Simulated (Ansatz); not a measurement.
# CH5AlCl3N: two geometries relaxed

Aim: relax the geometries before and after the reaction (exchange4), and see whether they are two minima and how far apart in energy. Meant to form: Al1–N6, H5–Cl2; to break: Al1–Cl2, H5–N6. The start is a guess near the saddle point, from which both ends are pulled out.

Method: RKS PBE/6-31G, in Ansatz 0.2.0.

## 1. Starting point

Bond lengths: Al1–Cl2 2.603 Å, Al1–Cl3 2.019 Å, Al1–Cl4 2.017 Å, Al1–N6 2.240 Å, N6–C7 1.455 Å, N6–H8 1.014 Å, C7–H9 1.088 Å, C7–H10 1.092 Å, C7–H11 1.094 Å. Angles (14 of 15 angles, heavy atoms first): Cl2–Al1–Cl3 105.7°, Cl2–Al1–Cl4 108.4°, Cl2–Al1–N6 75.6°, Cl3–Al1–Cl4 134.1°, Cl3–Al1–N6 108.1°, Cl4–Al1–N6 109.5°, Al1–N6–C7 126.0°, Al1–N6–H8 118.2°, C7–N6–H8 111.1°, N6–C7–H9 108.9°, N6–C7–H10 110.7°, N6–C7–H11 111.3°, H9–C7–H10 108.5°, H9–C7–H11 108.7°.

As a file:

```xyz
11

Al   -0.8914   -0.5488   -1.4663
Cl    0.9744    1.1039   -2.2178
Cl   -0.4723   -2.2990   -2.3815
Cl   -2.5842    0.5026   -1.1563
H     1.0201    0.3983   -0.6095
N     0.4418   -0.3621    0.3236
C     0.1668    0.4258    1.5154
H     1.0793   -1.1234    0.5278
H    -0.4656    1.2684    1.2431
H    -0.3590   -0.1742    2.2612
H     1.0899    0.8085    1.9605
```

## 2. Pulling towards end A

Springs on the bonds that form and break draw the guess towards this end; the thresholds are loose.

The input, input.yaml:

```yaml
crystal:
  periodic: [false, false, false]
  atoms:
    - { symbol: Al, position_ang: [-0.8914, -0.5488, -1.4663] }
    - { symbol: Cl, position_ang: [0.9744, 1.1039, -2.2178] }
    - { symbol: Cl, position_ang: [-0.4723, -2.299, -2.3815] }
    - { symbol: Cl, position_ang: [-2.5842, 0.5026, -1.1563] }
    - { symbol: H, position_ang: [1.0201, 0.3983, -0.6095] }
    - { symbol: "N", position_ang: [0.4418, -0.3621, 0.3236] }
    - { symbol: C, position_ang: [0.1668, 0.4258, 1.5154] }
    - { symbol: H, position_ang: [1.0793, -1.1234, 0.5278] }
    - { symbol: H, position_ang: [-0.4656, 1.2684, 1.2431] }
    - { symbol: H, position_ang: [-0.359, -0.1742, 2.2612] }
    - { symbol: H, position_ang: [1.0899, 0.8085, 1.9605] }
basis:
  gaussian: { orbitals: "6-31G" }
hamiltonian:
  xc: pbe
relax:
  f_tol: 0.15
  max_steps: 25
  restrain:
    - { distance: [0, 5], at: 3.22, k: 30.0 }
    - { distance: [4, 1], at: 2.63, k: 30.0 }
    - { distance: [0, 1], at: 2.23, k: 30.0 }
    - { distance: [4, 5], at: 1.02, k: 30.0 }
```

Run with:

```
$ ansatz run input.yaml --threads 2 --pin off --max-ram 3072MiB --backend cpu --events-out ev --progress --plain --runs-dir out
```

The log of the run (excerpt; [...] marks lines left out):

```text
Warning: RAYON_NUM_THREADS=2 ignored (pool sized by the plan → 2); use --threads N
[...]
Functional definition: PBE
[...]
1047 factors; integrals over basis functions are off by at most 1.5e-4 eV
[...]
mean field -46751.19762646 eV, -1718.0748236726 hartree, gradient 6.0e-5 eV, S^2 0.000000; 0 other end points of the search recorded, 0 dependent functions left out
[...]
reference -46751.19766794 eV, -1718.0748251968 hartree; 41, 41 occupied and 39, 39 virtual orbitals, 1047 factors
relax step   1: F+E_penalty+E_count = -46751.19762646 eV  Δ(F+E_penalty+E_count) = +0.000e0 eV  max|allowed force component| = 4.058e0 eV/Å  E_restraint = 29.43470463 eV  max|allowed force component, restraints' pulls added| = 3.302e1 eV/Å  Δτ_max = 0.0000 Å  (24 SCF iters, accepted)
[...]
relax step   3: F+E_penalty+E_count = -46751.54372439 eV  Δ(F+E_penalty+E_count) = -5.002e-2 eV  max|allowed force component| = 4.389e0 eV/Å  E_restraint = 4.53570627 eV  max|allowed force component, restraints' pulls added| = 1.137e1 eV/Å  Δτ_max = 0.1950 Å  (27 SCF iters, accepted)
[...]
relax step   5: F+E_penalty+E_count = -46751.77745623 eV  Δ(F+E_penalty+E_count) = -2.551e-1 eV  max|allowed force component| = 1.712e0 eV/Å  E_restraint = 0.04679874 eV  max|allowed force component, restraints' pulls added| = 6.004e-1 eV/Å  Δτ_max = 0.1919 Å  (27 SCF iters, accepted)
[...]
  distance Al 0 - N 5 = 3.1872 Å
  distance H 4 - Cl 1 = 2.6376 Å
  distance Al 0 - Cl 1 = 2.2244 Å
  distance H 4 - N 5 = 1.0232 Å
1047 factors; integrals over basis functions are off by at most 1.6e-4 eV
mean field -46751.95088862 eV, -1718.1025055465 hartree, gradient 7.3e-6 eV, S^2 0.000000; 1 other end points of the search recorded, 0 dependent functions left out
[...]
reference -46751.95093221 eV, -1718.1025071483 hartree; 41, 41 occupied and 39, 39 virtual orbitals, 1047 factors
Total energy: -46751.95093221 eV, -1718.1025071483 hartree
Atom 0 at    -0.976493    -0.411361    -2.070012 Å, force     0.712480     0.136764     0.756321 eV/Å
Atom 1 at     0.682439     0.971534    -2.602379 Å, force    -0.184277    -0.050014    -0.179009 eV/Å
Atom 2 at    -0.873751    -2.494274    -2.738710 Å, force    -0.003629     0.006050     0.000202 eV/Å
Atom 3 at    -2.880633     0.427730    -1.391814 Å, force    -0.012704     0.008408     0.007317 eV/Å
Atom 4 at     1.361327     0.367960    -0.126132 Å, force     0.110711     0.008610     0.158822 eV/Å
Atom 5 at     0.849834    -0.221884     0.535191 Å, force    -0.636346    -0.089852    -0.772763 eV/Å
Atom 6 at     0.255938     0.474218     1.687015 Å, force     0.011321     0.047766     0.014187 eV/Å
Atom 7 at     1.341016    -1.090498     0.747774 Å, force     0.005328    -0.024561     0.005467 eV/Å
Atom 8 at    -0.343289     1.326456     1.328173 Å, force     0.015225    -0.025650     0.010610 eV/Å
Atom 9 at    -0.423005    -0.207468     2.221771 Å, force    -0.000031    -0.006332     0.004336 eV/Å
Atom 10 at     1.006415     0.857586     2.409324 Å, force    -0.018077    -0.011190    -0.005491 eV/Å
Dipole moment:     0.456211     0.049270     0.708610 e Å
```

Run time: 31 s. Hardware: 2 threads of Arm Neoverse V1, shared host; peak memory 0.15 GiB.

Step by step:

```tsv
step	energy from step 1 (eV)	largest force component (eV/Å)
1	0.0000	4.0576
2	-0.2961	5.9081
3	-0.3461	4.3889
4	-0.3247	3.3865
5	-0.5798	1.7117
6	-0.6953	1.1790
7	-0.7444	0.7938
8x	-0.7420	0.8095
9	-0.7533	0.7728
```

Step 1 is the start. 1 step was tried and not accepted (marked x). Energies and forces in the table leave out the springs, which the log lists apart; the run stops on the force with the springs' pull added.

After: Bond lengths: Al1–Cl2 2.224 Å, Al1–Cl3 2.190 Å, Al1–Cl4 2.189 Å, H5–N6 1.023 Å, N6–C7 1.471 Å, N6–H8 1.020 Å, C7–H9 1.102 Å, C7–H10 1.101 Å, C7–H11 1.110 Å. Angles: Cl2–Al1–Cl3 118.9°, Cl2–Al1–Cl4 119.0°, Cl3–Al1–Cl4 120.0°, H5–N6–C7 115.8°, H5–N6–H8 112.6°, C7–N6–H8 115.7°, N6–C7–H9 109.3°, N6–C7–H10 109.7°, N6–C7–H11 113.6°, H9–C7–H10 107.6°, H9–C7–H11 108.2°, H10–C7–H11 108.3°.

Pairs that crossed the distance rule for bonds on the way: came closer H5–N6; moved apart Al1–N6.

## 3. Relaxing end A

It starts where the restrained run ended.

The input, input.yaml:

```yaml
crystal:
  periodic: [false, false, false]
  atoms:
    - { symbol: Al, position_ang: [-0.976493, -0.411361, -2.070012] }
    - { symbol: Cl, position_ang: [0.682439, 0.971534, -2.602379] }
    - { symbol: Cl, position_ang: [-0.873751, -2.494274, -2.73871] }
    - { symbol: Cl, position_ang: [-2.880633, 0.42773, -1.391814] }
    - { symbol: H, position_ang: [1.361327, 0.36796, -0.126132] }
    - { symbol: "N", position_ang: [0.849834, -0.221884, 0.535191] }
    - { symbol: C, position_ang: [0.255938, 0.474218, 1.687015] }
    - { symbol: H, position_ang: [1.341016, -1.090498, 0.747774] }
    - { symbol: H, position_ang: [-0.343289, 1.326456, 1.328173] }
    - { symbol: H, position_ang: [-0.423005, -0.207468, 2.221771] }
    - { symbol: H, position_ang: [1.006415, 0.857586, 2.409324] }
basis:
  gaussian: { orbitals: "6-31G" }
hamiltonian:
  xc: pbe
relax:
  f_tol: 0.03
  max_steps: 50
```

Run with:

```
$ ansatz run input.yaml --threads 2 --pin off --max-ram 3072MiB --backend cpu --events-out ev --progress --plain --runs-dir out
```

The log of the run:

```text
Warning: RAYON_NUM_THREADS=2 ignored (pool sized by the plan → 2); use --threads N
The last accepted step is kept in <dir> (removed where the run ends without a failure and the disk answers)
Engine: ansatz 0.2.0, aarch64-unknown-linux-gnu
Functional definition: PBE
  parameter kappa = 0.804
  parameter beta = 0.06672455060314922
  exchange = pbe_x(kappa = kappa, mu = beta*pi^2/3)
  correlation = pbe_c(beta = beta)
1043 factors; integrals over basis functions are off by at most 1.6e-4 eV
mean field evaluation 1: about -46743.1975 eV, gradient 5.9e1 eV
mean field evaluation 2: about -46697.6716 eV, gradient 1.2e2 eV
mean field evaluation 4: about -46751.6037 eV, gradient 9.1e0 eV
mean field evaluation 8: about -46751.9506 eV, gradient 3.2e-1 eV
mean field evaluation 16: about -46751.9509 eV, gradient 6.2e-5 eV
mean field -46751.95086112 eV, -1718.1025045359 hartree, gradient 6.2e-5 eV, S^2 0.000000; 0 other end points of the search recorded, 0 dependent functions left out
the calculation of the forces begins
reference -46751.95090437 eV, -1718.1025061250 hartree; 41, 41 occupied and 39, 39 virtual orbitals, 1043 factors
relax step   1: F+E_penalty+E_count = -46751.95086112 eV  Δ(F+E_penalty+E_count) = +0.000e0 eV  max|allowed force component| = 7.732e-1 eV/Å  Δτ_max = 0.0000 Å  (25 SCF iters, accepted)
these checks for a lower state are left out or cut short: starts, cluster_reference, orbital_swaps, neighbouring_geometries, increment
1043 factors; integrals over basis functions are off by at most 1.6e-4 eV
mean field -46752.27846469 eV, -1718.1145437449 hartree, gradient 8.5e-6 eV, S^2 0.000000; 0 other end points of the search recorded, 0 dependent functions left out
the calculation of the forces begins
reference -46752.27850781 eV, -1718.1145453296 hartree; 41, 41 occupied and 39, 39 virtual orbitals, 1043 factors
relax step   2: F+E_penalty+E_count = -46752.27846469 eV  Δ(F+E_penalty+E_count) = -3.276e-1 eV  max|allowed force component| = 9.186e-1 eV/Å  Δτ_max = 0.1902 Å  (27 SCF iters, accepted)
these checks for a lower state are left out or cut short: starts, cluster_reference, orbital_swaps, neighbouring_geometries, increment
1043 factors; integrals over basis functions are off by at most 1.6e-4 eV
mean field -46752.67129846 eV, -1718.1289801196 hartree, gradient 2.3e-5 eV, S^2 0.000000; 0 other end points of the search recorded, 0 dependent functions left out
the calculation of the forces begins
reference -46752.67134140 eV, -1718.1289816975 hartree; 41, 41 occupied and 39, 39 virtual orbitals, 1043 factors
relax step   3: F+E_penalty+E_count = -46752.67129846 eV  Δ(F+E_penalty+E_count) = -3.928e-1 eV  max|allowed force component| = 1.028e0 eV/Å  Δτ_max = 0.1947 Å  (25 SCF iters, accepted)
these checks for a lower state are left out or cut short: starts, cluster_reference, orbital_swaps, neighbouring_geometries, increment
1043 factors; integrals over basis functions are off by at most 1.6e-4 eV
mean field evaluation 32: about -46753.0284 eV, gradient 1.3e-1 eV
mean field -46753.02318526 eV, -1718.1419117211 hartree, gradient 9.2e-6 eV, S^2 0.000000; 0 other end points of the search recorded, 0 dependent functions left out
the calculation of the forces begins
reference -46753.02322812 eV, -1718.1419132960 hartree; 41, 41 occupied and 39, 39 virtual orbitals, 1043 factors
relax step   4: F+E_penalty+E_count = -46753.02318526 eV  Δ(F+E_penalty+E_count) = -3.519e-1 eV  max|allowed force component| = 5.788e-1 eV/Å  Δτ_max = 0.1948 Å  (27 SCF iters, accepted)
these checks for a lower state are left out or cut short: starts, cluster_reference, orbital_swaps, neighbouring_geometries, increment
1043 factors; integrals over basis functions are off by at most 1.5e-4 eV
mean field -46753.25422907 eV, -1718.1504024246 hartree, gradient 2.5e-5 eV, S^2 0.000000; 0 other end points of the search recorded, 0 dependent functions left out
the calculation of the forces begins
reference -46753.25427205 eV, -1718.1504040038 hartree; 41, 41 occupied and 39, 39 virtual orbitals, 1043 factors
relax step   5: F+E_penalty+E_count = -46753.25422907 eV  Δ(F+E_penalty+E_count) = -2.310e-1 eV  max|allowed force component| = 7.517e-1 eV/Å  Δτ_max = 0.1901 Å  (26 SCF iters, accepted)
these checks for a lower state are left out or cut short: starts, cluster_reference, orbital_swaps, neighbouring_geometries, increment
1043 factors; integrals over basis functions are off by at most 1.5e-4 eV
mean field -46753.40478053 eV, -1718.1559350886 hartree, gradient 1.5e-5 eV, S^2 0.000000; 0 other end points of the search recorded, 0 dependent functions left out
the calculation of the forces begins
reference -46753.40482304 eV, -1718.1559366508 hartree; 41, 41 occupied and 39, 39 virtual orbitals, 1043 factors
relax step   6: F+E_penalty+E_count = -46753.40478053 eV  Δ(F+E_penalty+E_count) = -1.506e-1 eV  max|allowed force component| = 2.280e-1 eV/Å  Δτ_max = 0.1949 Å  (26 SCF iters, accepted)
these checks for a lower state are left out or cut short: starts, cluster_reference, orbital_swaps, neighbouring_geometries, increment
1043 factors; integrals over basis functions are off by at most 1.5e-4 eV
mean field -46753.46365200 eV, -1718.1580985750 hartree, gradient 8.4e-6 eV, S^2 0.000000; 0 other end points of the search recorded, 0 dependent functions left out
the calculation of the forces begins
reference -46753.46369428 eV, -1718.1581001290 hartree; 41, 41 occupied and 39, 39 virtual orbitals, 1043 factors
relax step   7: F+E_penalty+E_count = -46753.46365200 eV  Δ(F+E_penalty+E_count) = -5.887e-2 eV  max|allowed force component| = 1.947e-1 eV/Å  Δτ_max = 0.1952 Å  (24 SCF iters, accepted)
these checks for a lower state are left out or cut short: starts, cluster_reference, orbital_swaps, neighbouring_geometries, increment
1043 factors; integrals over basis functions are off by at most 1.5e-4 eV
mean field -46753.47668085 eV, -1718.1585773765 hartree, gradient 8.5e-5 eV, S^2 0.000000; 0 other end points of the search recorded, 0 dependent functions left out
the calculation of the forces begins
reference -46753.47672317 eV, -1718.1585789317 hartree; 41, 41 occupied and 39, 39 virtual orbitals, 1043 factors
relax step   8: F+E_penalty+E_count = -46753.47668085 eV  Δ(F+E_penalty+E_count) = -1.303e-2 eV  max|allowed force component| = 1.398e-1 eV/Å  Δτ_max = 0.0900 Å  (22 SCF iters, accepted)
these checks for a lower state are left out or cut short: starts, cluster_reference, orbital_swaps, neighbouring_geometries, increment
1043 factors; integrals over basis functions are off by at most 1.5e-4 eV
mean field evaluation 64: about -46753.4428 eV, gradient 3.1e0 eV
mean field -46753.48411164 eV, -1718.1588504531 hartree, gradient 9.8e-6 eV, S^2 0.000000; 0 other end points of the search recorded, 0 dependent functions left out
the calculation of the forces begins
reference -46753.48415398 eV, -1718.1588520092 hartree; 41, 41 occupied and 39, 39 virtual orbitals, 1043 factors
relax step   9: F+E_penalty+E_count = -46753.48411164 eV  Δ(F+E_penalty+E_count) = -7.431e-3 eV  max|allowed force component| = 5.600e-2 eV/Å  Δτ_max = 0.1041 Å  (25 SCF iters, accepted)
these checks for a lower state are left out or cut short: starts, cluster_reference, orbital_swaps, neighbouring_geometries, increment
1043 factors; integrals over basis functions are off by at most 1.5e-4 eV
mean field -46753.48564041 eV, -1718.1589066344 hartree, gradient 8.5e-6 eV, S^2 0.000000; 0 other end points of the search recorded, 0 dependent functions left out
the calculation of the forces begins
reference -46753.48568273 eV, -1718.1589081896 hartree; 41, 41 occupied and 39, 39 virtual orbitals, 1043 factors
relax step  10: F+E_penalty+E_count = -46753.48564041 eV  Δ(F+E_penalty+E_count) = -1.529e-3 eV  max|allowed force component| = 1.923e-2 eV/Å  Δτ_max = 0.0450 Å  (25 SCF iters, accepted)
these checks for a lower state are left out or cut short: starts, cluster_reference, orbital_swaps, neighbouring_geometries, increment
1043 factors; integrals over basis functions are off by at most 1.5e-4 eV
mean field -46753.48592533 eV, -1718.1589171050 hartree, gradient 8.6e-6 eV, S^2 0.000000; 0 other end points of the search recorded, 0 dependent functions left out
the calculation of the forces begins
reference -46753.48596763 eV, -1718.1589186595 hartree; 41, 41 occupied and 39, 39 virtual orbitals, 1043 factors
relax step  11: F+E_penalty+E_count = -46753.48592533 eV  Δ(F+E_penalty+E_count) = -2.849e-4 eV  max|allowed force component| = 4.113e-2 eV/Å  Δτ_max = 0.0393 Å  (25 SCF iters, accepted)
these checks for a lower state are left out or cut short: starts, cluster_reference, orbital_swaps, neighbouring_geometries, increment
1043 factors; integrals over basis functions are off by at most 1.5e-4 eV
mean field -46753.48615466 eV, -1718.1589255328 hartree, gradient 1.8e-5 eV, S^2 0.000000; 0 other end points of the search recorded, 0 dependent functions left out
the calculation of the forces begins
reference -46753.48619696 eV, -1718.1589270873 hartree; 41, 41 occupied and 39, 39 virtual orbitals, 1043 factors
relax step  12: F+E_penalty+E_count = -46753.48615466 eV  Δ(F+E_penalty+E_count) = -2.293e-4 eV  max|allowed force component| = 2.551e-2 eV/Å  Δτ_max = 0.0108 Å  (21 SCF iters, accepted)
1043 factors; integrals over basis functions are off by at most 1.5e-4 eV
mean field evaluation 96: about -46753.4614 eV, gradient 3.4e0 eV
mean field -46753.48615466 eV, -1718.1589255328 hartree, gradient 1.8e-5 eV, S^2 0.000000; 1 other end points of the search recorded, 0 dependent functions left out
the calculation of the forces begins
reference -46753.48619696 eV, -1718.1589270873 hartree; 41, 41 occupied and 39, 39 virtual orbitals, 1043 factors
Total energy: -46753.48619696 eV, -1718.1589270873 hartree
Atom 0 at    -0.564156    -0.251675    -1.452650 Å, force     0.007070     0.008721    -0.022979 eV/Å
Atom 1 at     0.525081     1.166934    -2.774946 Å, force    -0.006545    -0.003370     0.009960 eV/Å
Atom 2 at    -0.384992    -2.406411    -1.972117 Å, force     0.000740    -0.000450     0.000845 eV/Å
Atom 3 at    -2.555933     0.409889    -0.753980 Å, force     0.000278    -0.001979     0.003861 eV/Å
Atom 4 at     1.500381     0.307485    -0.136253 Å, force    -0.009725    -0.009539     0.005243 eV/Å
Atom 5 at     0.655618    -0.202756     0.171367 Å, force     0.001492    -0.007040    -0.008239 eV/Å
Atom 6 at     0.085977     0.423584     1.420667 Å, force    -0.006541     0.005753     0.025511 eV/Å
Atom 7 at     0.929075    -1.183700     0.346584 Å, force     0.003431     0.003269     0.003252 eV/Å
Atom 8 at    -0.192735     1.463847     1.201538 Å, force     0.005778    -0.017709     0.005212 eV/Å
Atom 9 at    -0.821643    -0.123636     1.711204 Å, force     0.023903     0.017353    -0.004268 eV/Å
Atom 10 at     0.823126     0.396438     2.238785 Å, force    -0.019881     0.004992    -0.018398 eV/Å
Dipole moment:     0.845714     0.105643     1.370987 e Å
```

It took 40 s on 2 threads of Arm Neoverse V1, shared host; peak memory 0.15 GiB.

The steps of the relaxation:

```tsv
step	energy from step 1 (eV)	largest force component (eV/Å)
1	0.0000	0.7732
2	-0.3276	0.9186
3	-0.7204	1.0278
4	-1.0723	0.5788
5	-1.3034	0.7517
6	-1.4539	0.2280
7	-1.5128	0.1947
8	-1.5258	0.1398
9	-1.5333	0.0560
10	-1.5348	0.0192
11	-1.5351	0.0411
12	-1.5353	0.0255
```

Step 1 is the start.

After: Bond lengths: Al1–Cl2 2.224 Å, Al1–Cl3 2.224 Å, Al1–Cl4 2.212 Å, Al1–N6 2.032 Å, H5–N6 1.034 Å, N6–C7 1.509 Å, N6–H8 1.033 Å, C7–H9 1.099 Å, C7–H10 1.099 Å, C7–H11 1.102 Å. Angles (14 of 18 angles, heavy atoms first): Cl2–Al1–Cl3 116.1°, Cl2–Al1–Cl4 116.0°, Cl2–Al1–N6 99.5°, Cl3–Al1–Cl4 115.9°, Cl3–Al1–N6 99.3°, Cl4–Al1–N6 106.3°, Al1–N6–C7 116.4°, Al1–N6–H5 105.3°, Al1–N6–H8 105.8°, H5–N6–C7 110.5°, C7–N6–H8 110.7°, N6–C7–H9 108.9°, N6–C7–H10 108.9°, N6–C7–H11 110.6°.

Pairs that crossed the distance rule for bonds on the way: came closer Al1–N6.

(Part 1 of 2 ends here.)
